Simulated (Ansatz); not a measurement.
# Na: the cost of one run

Program: Ansatz 0.2.0, driven from Python. Level of theory: DFT PBEsol, plane waves, PAW. These are calculated values, not measurements.

This is Na in the simple cubic structure; at room conditions it is bcc.

### Step 1. Starting point

The structure is cubic, space group Pm-3m (No. 221). The conventional cell has a = 7.023 Å, b = 7.023 Å, c = 7.023 Å, α = 90.00°, β = 90.00°, γ = 90.00°.

No structure file is read: the coordinates are typed or built in the script.

### Step 2. Script

run_bands.py reads:

```python
# -*- coding: utf-8 -*-
"""Bands of Na along a path through the zone."""

from dataclasses import dataclass
import sys

import ansatz as az
import numpy as np


@dataclass
class Options:
    functional: str = "pbesol"
    k_spacing: float = 0.32
    smearing_width: float = 0.15
    n_empty: int = 10


opts = Options()

lattice = az.Lattice.of(
    (7.023343, 0.0, 0.0),
    (0.0, 7.023343, 0.0),
    (0.0, 0.0, 7.023343),
)
sites = [
    ("Na", (0.0, 0.0, 0.0)),
]
system = az.Crystal(lattice=lattice)
for symbol, position in sites:
    system = system.atom(symbol, position)

# vertices of the path, as fractions of the reciprocal vectors
path = [
    ("G", (0.0, 0.0, 0.0)),
    ("X", (0.0, 0.5, 0.0)),
    ("M", (0.5, 0.5, 0.0)),
    ("G", (0.0, 0.0, 0.0)),
    ("R", (0.5, 0.5, 0.5)),
]
base = (
    system.calculation()
    .functional(opts.functional)
    .pseudopotentials("paw")
    .kpoints(spacing=opts.k_spacing)
    .occupations(az.OccupationsMethod.COLD, width=opts.smearing_width)
    .band_structure([point for _, point in path], intervals=4)
    .scf(extra_bands=opts.n_empty)
)
try:
    result = base.run(threads=1)
except az.NonConvergedError as error:
    sys.exit(f"no convergence: {error}")
except az.RefusalError as error:
    sys.exit(f"input refused: {error}")
report = result.report

energy = report["free_energy_ev"]
print("Na: {:.6f} eV = {:.6f} Ry = {:.6f} Ha".format(energy, energy / 13.605693, energy / 27.211386))
print("Fermi level {:.4f} eV, {} k-points, {} symmetry operations".format(report["fermi_energy_ev"], report["n_kpoints"], report["n_symmetry_ops"]))

bands = result.band_structure()
fermi = bands.fermi_energy_ev
print(f"zero of the bands: {fermi:.3f} eV, the Fermi level found on the SCF mesh")
for spin, channel in enumerate(bands.channels):
    levels = channel.eigenvalues_ev - fermi
    crossing = [b for b in range(levels.shape[1]) if levels[:, b].min() < 0 < levels[:, b].max()]
    print(f"channel {spin}: bands that cross the Fermi level on this path:", [b + 1 for b in crossing] or "none")
    shown = crossing or sorted(np.argsort(np.abs(levels).min(axis=0))[:2])
    for k, row in zip(bands.kpoints_frac, levels[:, shown]):
        print(f"{k[0]:7.3f} {k[1]:7.3f} {k[2]:7.3f}  ", " ".join(f"{e:8.3f}" for e in row))
```

### Step 3. Running it

Run with:

```console
$ python run_bands.py
```

**Question.** How long does this script take on 1 thread of Arm Neoverse V2, shared host, and how much memory does it need?

About 2.3 s, with a peak of 0.4 GiB.
